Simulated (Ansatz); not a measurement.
Crystal: Ca2CuS2O2.

```
CELL_PARAMETERS angstrom
3.86250 0.00000 0.00000
0.00000 3.86250 0.00000
0.00000 0.00000 7.74547
ATOMIC_POSITIONS crystal
Cu 0.00000 0.00000 0.50000
Ca 0.50000 0.50000 0.29189
Ca 0.50000 0.50000 0.70811
S 0.00000 0.00000 0.13831
S 0.00000 0.00000 0.86169
O 0.50000 0.00000 0.50000
O 0.00000 0.50000 0.50000
```

The cell comes from a database or a generator and needn't be the stable form of this composition.

Base run:

| Property | Result |
| --- | --- |
| Program | Ansatz 0.2.0 |
| Functional | PBE |
| Potentials or basis | Ansatz PAW |
| Cutoff | 420 eV |
| Density cutoff | 1680 eV |
| k mesh | 7 × 7 × 4 |
| Occupations | fermi-dirac, width 0.05 eV |
| Spin | no spin polarisation |

Its results: band gap on the k mesh none (metal or under the smearing width); pressure 0.1 GPa; largest force 0.168 eV/Å.

Q: The run is repeated on the same cell with these changes: functional from PBE to RPBE; occupations from fermi-dirac, width 0.05 eV to gaussian, width 0.1 eV. What comes out?

A: Band gap on the k mesh none (metal or under the smearing width); pressure 3.2 GPa; largest force 0.019 eV/Å.

Caveats: an odd number of electrons without spin polarisation forces a metal; a magnetic or distorted state may lie lower; the run has no spin polarisation, though such a crystal can be magnetic; semilocal functionals often make such compounds metallic where correlation or magnetic order opens a gap, which also shifts bond lengths; the potentials were made for another functional, which shifts forces and pressure (some runs); the PAW data sets come from PBE, with cores solved anew for the run's functional, which leaves a small shift of forces and pressure (some runs).

Not every run made on this cell is shown here.
